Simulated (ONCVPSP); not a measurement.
# An ONCV potential for Sn, from input to tests

Task: generate the file, and judge it by its errors in other configurations, its logarithmic derivatives, its ghosts and its cutoff.

The numbers are computed with ONCVPSP 4.0.1 (PBE, scalar-relativistic, spin-unpolarised reference atom).

**1. Starting point**

The settings as typed:

```json
{
 "element": "tin (Sn, Z = 50)",
 "type": "optimised norm-conserving Vanderbilt (ONCV)",
 "frozen core": "[Ar] 3d10",
 "valence charge": "22",
 "reference configuration": "4s2 4p6 4d10 5s2 5p2",
 "partial waves": "4s+5s: rc 1.10 bohr, ncon 3, nbas 8, qcut 10.8 1/bohr, 2 projectors; 4p+5p: rc 1.45 bohr, ncon 4, nbas 7, qcut 9.3 1/bohr, 2 projectors; 4d: rc 1.10 bohr, ncon 4, nbas 7, qcut 9.6 1/bohr, 2 projectors, debl 2.8 Ha",
 "local potential": "polynomial inside 0.90 bohr (lpopt 5, dvloc0 6 Ha)",
 "core correction": "Teter function fitted to the true core (icmod 2), fcfact 0.45"
}
```

An earlier all-electron run gives the scale for the radii.

All-electron outer shells of the reference configuration (PBE, scalar-relativistic, ld1.x):

```json
{"shell": "3p", "level (eV)": "-698.81", "outermost node (bohr)": "0.14", "outermost maximum (bohr)": "0.30"}
{"shell": "3d", "level (eV)": "-473.43", "outermost node (bohr)": "–", "outermost maximum (bohr)": "0.25"}
{"shell": "4s", "level (eV)": "-133.93", "outermost node (bohr)": "0.40", "outermost maximum (bohr)": "0.74"}
{"shell": "4p", "level (eV)": "-89.70", "outermost node (bohr)": "0.41", "outermost maximum (bohr)": "0.79"}
{"shell": "4d", "level (eV)": "-25.84", "outermost node (bohr)": "0.39", "outermost maximum (bohr)": "0.88"}
{"shell": "5s", "level (eV)": "-10.55", "outermost node (bohr)": "0.98", "outermost maximum (bohr)": "2.01"}
{"shell": "5p", "level (eV)": "-3.69", "outermost node (bohr)": "1.09", "outermost maximum (bohr)": "2.55"}
```

**2. Generating the potential**

Sn.dat

```
# ATOM AND REFERENCE CONFIGURATION
# atsym  z   nc   nv     iexc    psfile
  Sn 50.00    6    5        4      upf
#
#   n    l    f
    1    0    2.00
    2    0    2.00
    2    1    6.00
    3    0    2.00
    3    1    6.00
    3    2   10.00
    4    0    2.00
    4    1    6.00
    4    2   10.00
    5    0    2.00
    5    1    2.00
#
# PSEUDOPOTENTIAL AND OPTIMIZATION
# lmax
    2
#
#   l,   rc,      ep,       ncon, nbas, qcut
    0    1.10    0.00    3    8   10.80
    1    1.45    0.00    4    7    9.30
    2    1.10    0.00    4    7    9.60
#
# LOCAL POTENTIAL
# lloc, lpopt,  rc(5),   dvloc0
    4    5    0.90    6.00
#
# VANDERBILT-KLEINMAN-BYLANDER PROJECTORs
# l, nproj, debl
    0    2    2.10
    1    2    2.20
    2    2    2.80
#
# MODEL CORE CHARGE
# icmod, fcfact, rcfact
    2    0.45    0.80
#
# LOG DERIVATIVE ANALYSIS
# epsh1, epsh2, depsh
   -6.00    5.00    0.04
#
# OUTPUT GRID
# rlmax, drl
    6.00    0.01
#
# TEST CONFIGURATIONS
# ncnf
    4
# nvcnf
#   n    l    f
    5
    4    0    2.00
    4    1    6.00
    4    2   10.00
    5    0    2.00
    5    1    1.00
#
    5
    4    0    2.00
    4    1    6.00
    4    2   10.00
    5    0    2.00
    5    1    0.00
#
    5
    4    0    2.00
    4    1    6.00
    4    2   10.00
    5    0    1.00
    5    1    0.00
#
    5
    4    0    2.00
    4    1    6.00
    4    2   10.00
    5    0    1.00
    5    1    2.00
#
```

Started as:

```console
$ oncvpsp.x < Sn.dat > Sn.out
```

Before running it: what results should come out? Wanted: cutoffs for 1 and 0.1 mHa per electron, occupied waves; bound ghosts; GHOST(+) flags; largest test error; largest phase difference near zero energy, channels read; rms error of d²Exc/dn², without and with the model core.

As calculated:

```
                                                quantity                              value
  cutoffs for 1 and 0.1 mHa per electron, occupied waves                    45 Ha and 75 Ha
                                            bound ghosts                         none found
                                          GHOST(+) flags                        s at 394 eV
                            largest test error (AE − PS)  -11 meV, for 4s2 4p6 4d10 5s1 5p0
largest phase difference near zero energy, channels read                          0.000 rad
 rms error of d²Exc/dn², without and with the model core                  1.67 and 0.46 mHa
```

The worst test, 4s2 4p6 4d10 5s1 5p0, is off by 11 meV on 51.8 eV; by total energies transferability rates as good. By its cutoff, 45 Ha for the looser tolerance, it is hard. No bound ghost shows. Near zero energy the phases of the channels with partial waves agree within 0.001 rad. The program also flags highly localised states, GHOST(+) (s). All of this concerns the isolated atom, not yet a solid.
